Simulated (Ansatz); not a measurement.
Runs of Ansatz 0.2.0 on HfB. It takes space group Fm-3m (No. 225, cubic). The conventional cell has a = 4.620 Å, b = 4.620 Å, c = 4.620 Å, α = 90.00°, β = 90.00°, γ = 90.00°. Around Hf (site symmetry m-3m) lie 6 B at 2.31 Å. B (site symmetry m-3m) has 6 Hf at 2.31 Å as nearest neighbours. 

```csv
task,level,potentials or basis,spin,cell,k mesh,cutoff (eV),smearing,points for each segment of the path,mesh quality,gap on the mesh (eV),pressure (GPa)
single point,revPBE+D3(BJ),Ansatz PAW,off,volume scaled by 0.88,10 × 10 × 10,420,methfessel-paxton 0.1 eV,-,not flagged,none,63.4
atomic charges,rPW86-PBE+rVV10,Ansatz PAW,"non-collinear, random start, SOC",as given,10 × 10 × 10,420,cold 0.1 eV,-,not flagged,none,30.9
band structure,PBEsol+D4,PseudoDojo stringent (PBEsol files),off,as given,10 × 10 × 10,1796,methfessel-paxton 0.1 eV,14,not flagged,none,(a)
density of states,HSE03,PseudoDojo standard (PBE files) with Ansatz NC,off,as given,6 × 6 × 6,1116,fermi-dirac 0.025 eV,-,coarse,none,32.6
ladder of functionals,r2SCAN,Ansatz PAW,"SOC, no magnetisation",as given,10 × 10 × 10,500,methfessel-paxton 0.1 eV,-,not flagged,none,27.7
```

Problem. Estimate the missing entries.

Solution. (a) 20.3.

Caveats: some runs use coarse meshes; pairwise dispersion overbinds metals, which lowers pressure and volume (some runs); the PAW data sets come from PBE, with cores solved anew for the run's functional, which leaves a small shift of forces and pressure (some runs); a pressure of tens of GPa on the cell as given is suspect, and the run, the potentials or the cell itself is likely at fault (some runs); the thresholds are loose for stress (some runs); so large a pressure means that the cell lies far from this level's equilibrium, or that cutoff or potentials fall short (some runs); the starting moments weren't kept (some runs); spin-orbit coupling is left out, which moves the levels of the heavy elements (some runs).

A k mesh can miss the band edges, and rows without SOC leave out spin-orbit coupling on Hf.

A gap of «none» marks a metal or a gap under the smearing width.

The runs don't all hold the same shells in valence.

Runs at the PBE level aren't shown here.
